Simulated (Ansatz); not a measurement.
# BAs: the crystal squeezed far

One table from this session's results is given with a row withheld; the runs are named, their logs left out.

Program: Ansatz 0.2.0. Level of theory: DFT, r2SCAN, PAW with Ansatz's default frozen-core files, scalar-relativistic. These are calculated values, not measurements.

## The system as given

Symmetry: F-43m, No. 216, cubic system. The conventional cell has a = 4.777 Å, b = 4.777 Å, c = 4.777 Å, α = 90.00°, β = 90.00°, γ = 90.00°. B (site symmetry -43m) has 4 As at 2.07 Å as nearest neighbours. As (site symmetry -43m) has 4 B at 2.07 Å as nearest neighbours.

Structure file:

```
B As
1.0
     0.00000    2.38850    2.38850
     2.38850    0.00000    2.38850
     2.38850    2.38850    0.00000
B As
1 1
Direct
  0.00000 0.00000 0.00000
  0.25000 0.25000 0.25000
```

Whether this phase is the stable one at these pressures isn't tested.

Atoms are numbered in the order of the input: B1, As2.

The first run:

Input file input.yaml:

```yaml
crystal:
  lattice:
    - [0.0, 2.3885, 2.3885]
    - [2.3885, 0.0, 2.3885]
    - [2.3885, 2.3885, 0.0]
  atoms:
    - { symbol: B, position: [0.0, 0.0, 0.0] }
    - { symbol: As, position: [0.25, 0.25, 0.25] }
kpoints:
  mp_grid: { grid: [13, 13, 13] }
scf:
  occupations: { method: fermi_dirac, width: 0.05 }
hamiltonian:
  xc: r2scan
  pseudopotentials: { kind: paw }
output:
  forces: true
  stress: true
relax:
  f_tol: 0.01
  max_steps: 30
```

Run with:

```
$ ansatz run input.yaml --threads 1 --pin off --max-ram 2048MiB --backend cpu --events-out ev --progress --plain --runs-dir out
```

Among the steps run: Atoms relaxed at the given volume, PAW; Volume scaled by 1, PAW; Atoms relaxed at 0.85 of the volume, PAW; Volume scaled by 0.85, PAW; Atoms relaxed at 0.5 of the volume, PAW; Volume scaled by 0.5, PAW; Atoms relaxed at 0.45 of the volume, PAW; Volume scaled by 0.45, PAW.

One table of the session follows, with a row left open; its other results are not shown here.

| method | volume over the first | volume (Å³/atom) | pressure (GPa) | gap (eV) |
| --- | --- | --- | --- | --- |
| PAW | 1 | 13.626 | 0.61 | 1.37 |
| PAW | 0.85 | 11.582 | 32.81 | 1.19 |
| PAW | 0.5 | 6.813 | 377.79 | 0.51 |
| PAW | 0.45 | ? | ? | ? |

Q: Estimate the row for PAW, 0.45 from the others.

**Answer.** volume (Å³/atom): 6.132; pressure (GPa): 530.19; gap (eV): 0.42. In the column «volume (Å³/atom)» it is the lowest.

To keep in mind: Warnings in the runs' records: stress scf threshold loose.
